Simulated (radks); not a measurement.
# V in [Ar] 3d3 4s1 4d1: an all-electron calculation

An exercise on one series of results from a longer session: the logs are not shown, and one member is left open.

Program: radks (a radial shooting solver on a logarithmic mesh, Libxc functionals) version 1. Level of theory: non-relativistic Kohn-Sham, TASK exchange with Perdew-Wang LDA correlation, spin-unpolarised, spherical densities, point nucleus. These are calculated values, not measurements, unless marked.

## The atom as given

```
element       : vanadium (Z = 23)
charge        : 0
electrons     : 23
configuration : [Ar] 3d3 4s1 4d1
```

Outer shells as boxes (Hund's rule):

V
```
[Ar] core
3d [↑ ][↑ ][↑ ][  ][  ]
4s [↑ ]
4d [↑ ][  ][  ][  ][  ]
```

Set-up of the first run:

Settings of this run:

```text
Z 23
configuration [Ar] 3d3 4s1 4d1
relativity non-relativistic
functional task,pw
spin unpolarised
nucleus point
```

Started as:

```
> python run_ks.py task.json out
```

The same process makes all the runs of this session.

One of the session's tables, all rows but one given; the rest of the session is left out.

It belongs to the step «Orbitals and density». From the orbitals of this run (lengths in bohr):

```
level      <r>  outermost maximum (interpolated)  90 % within  nodes
   1s  0.06718                            0.0441        0.120      0
   2s   0.3110                             0.258        0.483      1
   2p   0.2750                             0.209        0.451      0
   3s   0.9625                             0.829         1.44      2
   3p    1.022                             0.851         1.57      1
   3d    1.349                             0.893         2.34      0
   4s    3.166                              2.79         4.65      3
   4d        ?                                 ?            ?      ?
```

Estimate the missing values for 4d.

The run gave: <r>: 13.37; outermost maximum (interpolated): 13.0; 90 % within: 18.9; nodes: 1. In the column «<r>» it is the highest.
